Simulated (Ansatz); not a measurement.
# C2H9GaO: one species, many methods

An exercise on one series of results from a longer session: the logs are not shown, and one member is left open.

The runs use Ansatz 0.2.0, Gaussian basis; functionals in def2-TZVPP, the program's frozen cores in correlated methods.

The runs, in order: LDA (SPW92), PBE-D4, revPBE-D4, BLYP-D4, r2SCAN-D4, B97M-V, PBE0-D4, B3LYP-D4, r2SCANh-D4, r2SCAN0-D4, HSE06-D4, BHLYP-D4, CAM-B3LYP-D4, LC-ωPBE, ωB97X-V, ωB97M-V, B2PLYP, PBE-QIDH; CCSD(T)/def2-SVP; CCSD(T)/def2-TZVPP; MP2/def2-QZVPP; extrapolation to the limit; RPA on PBE.

## The geometry

The geometry comes from an earlier relaxation with PBE0-D4 in a triple-zeta def2 set; it is a stationary point, not always the lowest conformer.

SMILES `[CH3][GaH-]([CH3])[OH2+]`, 13 atoms, charge 0, spin multiplicity 1.

Atoms are counted from 1 here; the program's logs count them from 0.

Bond lengths: C1–Ga2 1.976 Å, C1–H5 1.094 Å, C1–H6 1.092 Å, C1–H7 1.093 Å, Ga2–C3 1.988 Å, Ga2–O4 2.234 Å, Ga2–H8 1.591 Å, C3–H9 1.094 Å, C3–H10 1.094 Å, C3–H11 1.094 Å, O4–H12 0.963 Å, O4–H13 0.963 Å. Angles: Ga2–C1–H5 110.3°, Ga2–C1–H6 111.6°, Ga2–C1–H7 111.4°, H5–C1–H6 107.4°, H5–C1–H7 107.5°, H6–C1–H7 108.4°, C1–Ga2–C3 119.8°, C1–Ga2–O4 100.2°, C1–Ga2–H8 119.2°, C3–Ga2–O4 95.0°, C3–Ga2–H8 117.9°, O4–Ga2–H8 92.4°, Ga2–C3–H9 110.0°, Ga2–C3–H10 112.7°, Ga2–C3–H11 111.7°, H9–C3–H10 106.8°, H9–C3–H11 106.7°, H10–C3–H11 108.7° and more.

Set-up of the first run:

The input, in.yaml:

```yaml
crystal:
  periodic: [false, false, false]
  atoms:
    - {symbol: C, position_ang: [-1.181866, 1.373741, -0.741438]}
    - {symbol: Ga, position_ang: [-0.488179, -0.377966, -0.144478]}
    - {symbol: C, position_ang: [1.311674, -0.980540, -0.735257]}
    - {symbol: O, position_ang: [0.151373, 0.138696, 1.933072]}
    - {symbol: H, position_ang: [-1.601367, 1.291652, -1.748595]}
    - {symbol: H, position_ang: [-1.975908, 1.736714, -0.085265]}
    - {symbol: H, position_ang: [-0.390278, 2.126089, -0.774846]}
    - {symbol: H, position_ang: [-1.511201, -1.481741, 0.373129]}
    - {symbol: H, position_ang: [1.270242, -1.316118, -1.775832]}
    - {symbol: H, position_ang: [1.688907, -1.821869, -0.147174]}
    - {symbol: H, position_ang: [2.044169, -0.168743, -0.694926]}
    - {symbol: H, position_ang: [-0.365962, -0.419244, 2.522847]}
    - {symbol: H, position_ang: [1.068797, -0.135572, 2.033463]}
basis:
  gaussian: {orbitals: def2-TZVPP}
hamiltonian: {xc: lda}
output: {orbitals: {seedname: orbitals}}
```

On the command line:

```bash
> ansatz run in.yaml --threads 4 --pin off --events-out ev --progress --plain --max-ram 10444MiB
```

Among the steps run: LDA; PBE-D4 (GGA); revPBE-D4 (GGA); BLYP-D4 (GGA); r2SCAN-D4 (meta-GGA); B97M-V (meta-GGA); PBE0-D4 (hybrid); B3LYP-D4 (hybrid); r2SCANh-D4 (hybrid); r2SCAN0-D4 (hybrid); HSE06-D4 (hybrid); BHLYP-D4 (hybrid); CAM-B3LYP-D4 (range-separated); LC-ωPBE (range-separated); ωB97X-V (range-separated); ωB97M-V (range-separated); B2PLYP (double hybrid); PBE-QIDH (double hybrid).

One table of the session follows, with a row left open; its other results are not shown here.

It belongs to the step «Orbital energies across the functionals». 

```
  functional  HOMO (eV)  gap (eV)
 LDA (SPW92)      -6.03      4.77
      PBE-D4      -5.88      4.78
   revPBE-D4      -5.82      4.81
     BLYP-D4      -5.74      4.59
   r2SCAN-D4      -6.13      5.65
      B97M-V      -6.20      5.33
     PBE0-D4      -7.11      6.89
    B3LYP-D4      -6.88      6.28
  r2SCANh-D4      -6.59      6.38
  r2SCAN0-D4          ?         ?
    HSE06-D4      -6.71      6.12
    BHLYP-D4      -8.23      8.66
CAM-B3LYP-D4      -8.46      9.01
     LC-ωPBE      -9.84     11.76
     ωB97X-V      -9.47     11.16
     ωB97M-V      -9.34     10.63
```

**Question.** Estimate the row for r2SCAN0-D4.

Worked estimate for «HOMO (eV)». Against the share of exact exchange, r2SCAN-D4 (0, -6.13), r2SCANh-D4 (0.1, -6.59) give a slope of -4.60 per unit share; at 0.25 the line stands at -7.28.

As computed: HOMO (eV): -7.28; gap (eV): 7.46. In «HOMO (eV)» the line misses by 0.00.
